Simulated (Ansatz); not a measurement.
Runs of Ansatz 0.2.0 on Ta3AsAu2O13. The typed cell holds 19 atoms: a = 5.887 Å, b = 6.310 Å, c = 7.976 Å, α = 73.43°, β = 76.58°, γ = 69.60°. The cell was built by a generator and needn't be a form met in nature.

```csv
task,level,potentials or basis,cell,k mesh,cutoff (eV),points for each segment of the path,gap on the mesh (eV),pressure (GPa),relaxed volume (Å³/atom),largest force (eV/Å)
relaxation of cell and atoms,RPBE,Ansatz PAW,relaxed,4 × 4 × 3,420,-,1.44,0.0,(d),0.01
band structure,PBE,Ansatz PAW,as given,5 × 5 × 4,420,10,1.60,0.0,-,0.01
relaxation of cell and atoms,PBE,Ansatz PAW,relaxed,4 × 4 × 3,420,-,1.60,0.0,13.85,0.01
band structure,RPBE,Ansatz PAW,as given,5 × 5 × 4,420,10,1.63,3.6,-,(b)
relaxation of cell and atoms,PBEsol+D3(BJ),Ansatz PAW,relaxed,4 × 4 × 3,420,-,1.54,0.0,(a),0.01
single point,PBE,Ansatz PAW earlier set,as given,5 × 5 × 4,900,-,(c),0.1,-,0.02
```

Alike in all rows: no spin polarisation; smearing fermi-dirac 0.05 eV.

Problem. Fill in the values left out.

Solution. (a) 12.32; (b) 0.22; (c) 1.61; (d) 14.53.

Caveats: spin-orbit coupling is left out, which moves the levels of the heavy elements; odd divisions of the mesh miss points on the zone boundary, where band edges often lie, so the gap on the mesh can be too wide (some runs); the plane-wave basis is chosen anew once the cell has moved, so the energies of steps on either side of that aren't comparable (some runs); the PAW data sets come from PBE, with cores solved anew for the run's functional, which leaves a small shift of forces and pressure (some runs); the potentials were made for another functional, which shifts forces and pressure (some runs).

A k mesh can miss the band edges, and the runs leave out spin-orbit coupling on As, Au, Ta.

Not every run made on this cell is shown here.
